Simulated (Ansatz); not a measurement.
**CH₄BFS: small, medium and large basis sets**

Aim: see how fast density functionals converge with the basis set for CH₄BFS.

Program: Ansatz 0.2.0, Gaussian basis. Level of theory: one geometry, several basis sets. These are calculated values, not measurements.

Levels to be run: PBE0-D4/def2-SVP; ωB97M-V/def2-SVP; PBE0-D4/def2-QZVPP; ωB97M-V/def2-QZVPP; the functionals' def2-TZVPP values are taken from earlier runs.

### 1 The geometry

The geometry comes from an earlier relaxation with PBE0-D4 in a triple-zeta def2 set; it is a stationary point, not always the lowest conformer.

8 atoms, charge 0, spin multiplicity 1.

Atoms are counted from 1 here; the program's logs count them from 0.

Bond lengths: B1–C2 1.544 Å, B1–S4 2.067 Å, B1–H5 1.194 Å, B1–H6 1.194 Å, C2–F3 1.351 Å, C2–S4 1.894 Å, C2–H7 1.088 Å, S4–H8 1.343 Å. Angles: C2–B1–S4 61.2°, C2–B1–H5 118.8°, C2–B1–H6 117.5°, S4–B1–H5 110.3°, S4–B1–H6 106.1°, H5–B1–H6 122.4°, B1–C2–F3 121.9°, B1–C2–S4 73.1°, B1–C2–H7 124.1°, F3–C2–S4 110.2°, F3–C2–H7 110.0°, S4–C2–H7 108.5°, B1–S4–C2 45.6°, B1–S4–H8 100.0°, C2–S4–H8 96.0°.

### 2 PBE0-D4 in def2-SVP

in.yaml reads:

```yaml
crystal:
  periodic: [false, false, false]
  atoms:
    - {symbol: B, position_ang: [-0.410112, 0.835169, -0.209236]}
    - {symbol: C, position_ang: [0.795941, -0.092842, 0.053372]}
    - {symbol: F, position_ang: [1.685921, 0.155823, 1.039407]}
    - {symbol: S, position_ang: [-0.731688, -0.964604, 0.755423]}
    - {symbol: H, position_ang: [-0.921590, 0.823206, -1.287569]}
    - {symbol: H, position_ang: [-0.635627, 1.686946, 0.596866]}
    - {symbol: H, position_ang: [1.244944, -0.736579, -0.699927]}
    - {symbol: H, position_ang: [-0.935690, -1.764219, -0.304235]}
basis:
  gaussian: {orbitals: def2-SVP}
hamiltonian: {xc: pbe0, dispersion: d4}
output: {orbitals: {seedname: orbitals}}
```

Command:

```bash
$ ansatz run in.yaml --threads 2 --pin off --events-out ev --progress --plain --max-ram 4352MiB
```

Output:

```text
Functional definition: PBE0
  name "PBE0"
  cite "Adamo & Barone, J. Chem. Phys. 110, 6158 (1999) doi:10.1063/1.478522"
  cite "Perdew, Burke & Ernzerhof, Phys. Rev. Lett. 77, 3865 (1996) doi:10.1103/PhysRevLett.77.3865"
  parent pbe
  parameter a = 0.25
  parameter kappa = 0.804
  parameter beta = 0.06672455060314922
  exchange = (1 - a)*pbe_x(kappa = kappa, mu = beta*pi^2/3) + a*exact_x
  correlation = pbe_c(beta = beta)
900 factors; their error is unknown
mean field evaluation 1: about -15311.4230 eV, gradient 3.2e1 eV
mean field evaluation 2: about -15310.4641 eV, gradient 3.7e1 eV
mean field evaluation 4: about -15314.4002 eV, gradient 1.7e0 eV
mean field evaluation 8: about -15314.4587 eV, gradient 3.3e-2 eV
mean field -15314.45868519 eV, -562.7959761679 hartree, gradient 3.0e-5 eV, S^2 0.000000; 0 other end points of the search recorded, 0 dependent functions left out
reference -15314.45870634 eV, -562.7959769450 hartree; 20, 20 occupied and 60, 60 virtual orbitals, 900 factors
Total energy: -15314.57869099 eV, -562.8003862995 hartree
```

It took 1.1 s on 2 threads of Arm Neoverse V1, shared host.

### 3 ωB97M-V in def2-SVP

Changes to in.yaml since step 2:

```diff
@@ -13,3 +13,3 @@
   gaussian: {orbitals: def2-SVP}
-hamiltonian: {xc: pbe0, dispersion: d4}
+hamiltonian: {xc: {name: wB97M-V}}
 output: {orbitals: {seedname: orbitals}}
```

Launched as before.

Output:

```text
Functional definition: wB97M-V
  name "wB97M-V"
  cite "Mardirossian & Head-Gordon, J. Chem. Phys. 144, 214110 (2016) doi:10.1063/1.4952647"
  cite "Becke, J. Chem. Phys. 107, 8554 (1997) doi:10.1063/1.475007"
  cite "Vydrov & Van Voorhis, J. Chem. Phys. 133, 244103 (2010) doi:10.1063/1.3521275"
  # Of w^i u^j: cxij and so on, Table III.
  parameter omega = 0.3/bohr
  parameter cx = 0.15
  parameter cx01 = 1.007
  parameter cx10 = 0.259
  parameter css00 = 0.443
  parameter css04 = -1.437
  parameter css10 = -4.535
  parameter css20 = -3.390
  parameter css43 = 4.278
  parameter cos00 = 1.000
  parameter cos10 = 1.358
  parameter cos20 = 2.924
  parameter cos21 = -8.812
  parameter cos60 = -1.390
  parameter cos61 = 9.142
  parameter b = 6.0
  parameter c = 0.01
  gx(w, u) = 1 - cx + cx01*u + cx10*w
  gss(w, u) = css00 + css04*u^4 + css10*w + css20*w^2 + css43*w^4*u^3
  gos(w, u) = cos00 + cos10*w + (cos20 + cos21*u)*w^2 + (cos60 + cos61*u)*w^6
  exchange = spin_sum(e_x_unif_sr(omega)*gx(b97_w, b97_u_x)) + cx*exact_x_sr(omega) + exact_x_lr(omega)
  correlation = spin_sum(e_c_pw_mod_same_spin*gss(b97_w, b97_u_same))
      + integral(e_c_pw_mod_opposite_spin*gos(b97_w_opposite, b97_u_opposite)) + vv10(b, c)
897 factors; their error is unknown
229 factors; integrals over basis functions are off by at most 9.8e-6 eV
mean field evaluation 1: about -15319.1610 eV, gradient 2.4e1 eV
mean field evaluation 2: about -15320.0331 eV, gradient 1.8e1 eV
mean field evaluation 4: about -15320.6494 eV, gradient 1.1e0 eV
mean field evaluation 8: about -15320.6647 eV, gradient 2.9e-2 eV
mean field evaluation 16: about -15320.6647 eV, gradient 1.4e-5 eV
mean field -15320.66468803 eV, -563.0240425657 hartree, gradient 1.4e-5 eV, S^2 0.000000; 0 other end points of the search recorded, 0 dependent functions left out
reference -15320.66472173 eV, -563.0240438041 hartree; 20, 20 occupied and 60, 60 virtual orbitals, 897 factors
Total energy: -15320.66472173 eV, -563.0240438041 hartree
```

Run time: 4 s. Hardware: 2 threads of Arm Neoverse V1, shared host.

### 4 PBE0-D4 in def2-QZVPP

Changes to in.yaml since step 3:

```diff
@@ -12,4 +12,4 @@
 basis:
-  gaussian: {orbitals: def2-SVP}
-hamiltonian: {xc: {name: wB97M-V}}
+  gaussian: {orbitals: "def2-QZVPP.json"}
+hamiltonian: {xc: pbe0, dispersion: d4}
 output: {orbitals: {seedname: orbitals}}
```

Same command.

Output:

```text
Functional definition: PBE0
  name "PBE0"
  cite "Adamo & Barone, J. Chem. Phys. 110, 6158 (1999) doi:10.1063/1.478522"
  cite "Perdew, Burke & Ernzerhof, Phys. Rev. Lett. 77, 3865 (1996) doi:10.1103/PhysRevLett.77.3865"
  parent pbe
  parameter a = 0.25
  parameter kappa = 0.804
  parameter beta = 0.06672455060314922
  exchange = (1 - a)*pbe_x(kappa = kappa, mu = beta*pi^2/3) + a*exact_x
  correlation = pbe_c(beta = beta)
1183 factors; their error is unknown
mean field evaluation 1: about -15319.3159 eV, gradient 4.3e1 eV
mean field evaluation 2: about -15315.7241 eV, gradient 5.6e1 eV
mean field evaluation 4: about -15324.1195 eV, gradient 2.8e0 eV
mean field evaluation 8: about -15324.1470 eV, gradient 3.8e-2 eV
mean field evaluation 16: about -15324.1470 eV, gradient 5.9e-5 eV
mean field -15324.14699702 eV, -563.1520150606 hartree, gradient 5.9e-5 eV, S^2 0.000000; 0 other end points of the search recorded, 0 dependent functions left out
reference -15324.14703101 eV, -563.1520163096 hartree; 20, 20 occupied and 341, 341 virtual orbitals, 1183 factors
Total energy: -15324.26701566 eV, -563.1564256641 hartree
```

Wall time 7.5 s (2 threads of Arm Neoverse V1, shared host); peak memory 0.89 GiB.

### 5 ωB97M-V in def2-QZVPP

Changes to in.yaml since step 4:

```diff
@@ -13,3 +13,3 @@
   gaussian: {orbitals: "def2-QZVPP.json"}
-hamiltonian: {xc: pbe0, dispersion: d4}
+hamiltonian: {xc: {name: wB97M-V}}
 output: {orbitals: {seedname: orbitals}}
```

Launched as before.

Output:

```text
Functional definition: wB97M-V
  name "wB97M-V"
  cite "Mardirossian & Head-Gordon, J. Chem. Phys. 144, 214110 (2016) doi:10.1063/1.4952647"
  cite "Becke, J. Chem. Phys. 107, 8554 (1997) doi:10.1063/1.475007"
  cite "Vydrov & Van Voorhis, J. Chem. Phys. 133, 244103 (2010) doi:10.1063/1.3521275"
  # Of w^i u^j: cxij and so on, Table III.
  parameter omega = 0.3/bohr
  parameter cx = 0.15
  parameter cx01 = 1.007
  parameter cx10 = 0.259
  parameter css00 = 0.443
  parameter css04 = -1.437
  parameter css10 = -4.535
  parameter css20 = -3.390
  parameter css43 = 4.278
  parameter cos00 = 1.000
  parameter cos10 = 1.358
  parameter cos20 = 2.924
  parameter cos21 = -8.812
  parameter cos60 = -1.390
  parameter cos61 = 9.142
  parameter b = 6.0
  parameter c = 0.01
  gx(w, u) = 1 - cx + cx01*u + cx10*w
  gss(w, u) = css00 + css04*u^4 + css10*w + css20*w^2 + css43*w^4*u^3
  gos(w, u) = cos00 + cos10*w + (cos20 + cos21*u)*w^2 + (cos60 + cos61*u)*w^6
  exchange = spin_sum(e_x_unif_sr(omega)*gx(b97_w, b97_u_x)) + cx*exact_x_sr(omega) + exact_x_lr(omega)
  correlation = spin_sum(e_c_pw_mod_same_spin*gss(b97_w, b97_u_same))
      + integral(e_c_pw_mod_opposite_spin*gos(b97_w_opposite, b97_u_opposite)) + vv10(b, c)
1155 factors; their error is unknown
283 factors; integrals over basis functions are off by at most 1.1e-5 eV
mean field evaluation 1: about -15328.2828 eV, gradient 3.0e1 eV
mean field evaluation 2: about -15329.3338 eV, gradient 2.5e1 eV
mean field evaluation 4: about -15330.4728 eV, gradient 1.4e0 eV
mean field evaluation 8: about -15330.4784 eV, gradient 4.9e-2 eV
mean field evaluation 16: about -15330.4807 eV, gradient 6.7e-5 eV
mean field -15330.48070178 eV, -563.3847744174 hartree, gradient 6.7e-5 eV, S^2 0.000000; 0 other end points of the search recorded, 0 dependent functions left out
reference -15330.48075705 eV, -563.3847764485 hartree; 20, 20 occupied and 341, 341 virtual orbitals, 1155 factors
Total energy: -15330.48075705 eV, -563.3847764485 hartree
```

Wall time 19 s (2 threads of Arm Neoverse V1, shared host); peak memory 1.1 GiB.

### 6 Density functionals: the series

The def2-TZVPP values come from earlier runs at the same geometry.

```
functional       basis  functions  energy (eV)  from the largest (eV)  HOMO (eV)  LUMO (eV)
   PBE0-D4    def2-SVP         80  -15314.5787                  9.688      -8.35      -0.16
   PBE0-D4  def2-TZVPP        191  -15323.6924                  0.575      -8.40      -0.55
   PBE0-D4  def2-QZVPP        361  -15324.2670                  0.000      -8.42      -0.65
   ωB97M-V    def2-SVP         80  -15320.6647                  9.816     -10.54       1.89
   ωB97M-V  def2-TZVPP        191  -15329.9386                  0.542     -10.62       1.34
   ωB97M-V  def2-QZVPP        361  -15330.4808                  0.000     -10.64       1.04
```

### 7 Results

| quantity | value |
| --- | --- |
| PBE0-D4: double and triple zeta above quadruple | 9.69, 0.57 eV |
| ωB97M-V: double and triple zeta above quadruple | 9.82, 0.54 eV |

**Reading.** For PBE0-D4 the step from double to triple zeta gains 9.11 eV and the next only 0.57 eV. Total energies overstate the basis error of differences, where much of it tends to cancel. The LUMO of ωB97M-V is positive and keeps falling with the basis (1.89 to 1.04 eV): an unbound level that the basis holds in place.

For PBE0-D4 the largest set took about 7 times as long as the smallest (7.5 s against 1.1 s).
